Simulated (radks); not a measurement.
**Excited configurations of Tl**

An exercise on one series of results from a longer session: the logs are not shown, and one member is left open.

The numbers are computed with radks (a radial shooting solver on a logarithmic mesh, Libxc functionals) version 1 (Dirac Kohn-Sham, PBE, spin-unpolarised, spherical densities, point nucleus; open shells are shared between the two j in proportion to 2j + 1), except any that are marked as measured or tabulated.

### What is computed

* element: thallium (Z = 81)
* charge: 0
* electrons: 81
* configuration: [Hg] 6p1

Outer shells as boxes (Hund's rule):

Tl
```
[Hg] core
6p [↑ ][  ][  ]
```

The first run:

Input:

```text
Z 81
configuration [Hg] 6p1
relativity Dirac
functional pbe,pbe
spin unpolarised
j_filling average
nucleus point
c 137.035999084
```

Steps of the session up to this table: Ground configuration: [Hg] 6p1.

One table of the session follows, with a row left open; its other results are not shown here.

It belongs to the step «Ground configuration: [Hg] 6p1». From the orbitals of this run (lengths in bohr):

| level | <r> | outermost maximum (interpolated) | 90 % within | nodes |
| --- | --- | --- | --- | --- |
| 4f7/2 | 0.4710 | 0.360 | 0.751 | 0 |
| 5p1/2 | 0.9419 | 0.850 | 1.36 | 3 |
| 5p3/2 | 1.036 | 0.928 | 1.50 | 3 |
| 5d3/2 | ? | ? | ? | ? |
| 5d5/2 | 1.416 | 1.13 | 2.18 | 2 |
| 6s1/2 | 2.481 | 2.07 | 3.69 | 5 |
| 6p1/2 | 3.413 | 2.62 | 5.33 | 4 |
| 6p3/2 | 4.053 | 3.05 | 6.40 | 4 |

Estimate the missing values for 5d3/2.

The run gave: <r>: 1.359; outermost maximum (interpolated): 1.10; 90 % within: 2.08; nodes: 2. In the column «<r>» it lies between 5p3/2 (1.036) and 5d5/2 (1.416).

To keep in mind: Spin polarisation and multiplet splitting are left out, so open shells lie too high by an amount that depends on their filling.
